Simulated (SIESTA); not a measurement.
Crystal: Ho.

```
Ho
1.0
     3.55247    0.00000    0.00000
    -1.77623    3.07653    0.00000
     0.00000    0.00000   11.36327
Ho
4
Direct
  0.66667 0.33333 0.75000
  0.00000 0.00000 0.50000
  0.33333 0.66667 0.25000
  0.00000 0.00000 0.00000
```

* Program: SIESTA 5.4.2
* Task: single point
* Functional: PBE
* Potentials or basis: PseudoDojo 3+ lanthanides (4f in the core) (PBE files)
* Basis: DZP (energy shift 0.003 Ry; two zetas on semicore shells)
* Grid cutoff: 800 Ry
* Energy shift: 0.003 Ry
* k mesh: 9 × 9 × 3
* Occupations: fermi-dirac, width 0.05 eV
* Spin: collinear spin, ferromagnetic start
* Starting moments: [4.0, 4.0, 4.0, 4.0] μB

On this cell: pressure -0.5 GPa; largest force under 0.003 eV/Å; net moment 0.00 μB per cell; band gap on the k mesh none (metal or under the smearing width).

The same run follows on a disturbed copy (atoms moved at random, drawn with an rms of 0.05 Å):

```
CELL_PARAMETERS angstrom
3.55247 0.00000 0.00000
-1.77623 3.07653 0.00000
0.00000 0.00000 11.36327
ATOMIC_POSITIONS crystal
Ho 0.66459 0.33219 0.74824
Ho 0.00156 0.00377 0.49801
Ho 0.31873 0.66746 0.24943
Ho 0.99651 0.99052 0.99824
```

Question: What changes?

Answer: The energy (extrapolated to zero smearing) moves by +0.7 meV/atom; pressure -0.5 GPa; largest force 0.087 eV/Å; net moment 0.00 μB per cell; band gap on the k mesh none (metal or under the smearing width).

Forces in eV/Å, atoms in the order of the input:
```
Ho   0.010 -0.007 -0.001
Ho  -0.036 -0.011  0.035
Ho   0.066 -0.014 -0.054
Ho  -0.041  0.033  0.020
```

Stress tensor (GPa, compression positive):
```
-0.68 -0.07  0.00
-0.07 -0.69  0.00
 0.00  0.00 -0.21
```

Caveats: the magnetic or orbital state may not be the lowest; short orbitals over semicore shells can move pressures by several GPa; spin-orbit coupling is left out, which moves the levels of the heavy elements; the 4f electrons are frozen in the core as for a trivalent ion, so they carry no moment and show no levels; the basis of atomic orbitals isn't converged, which shifts pressures, moduli and gaps.
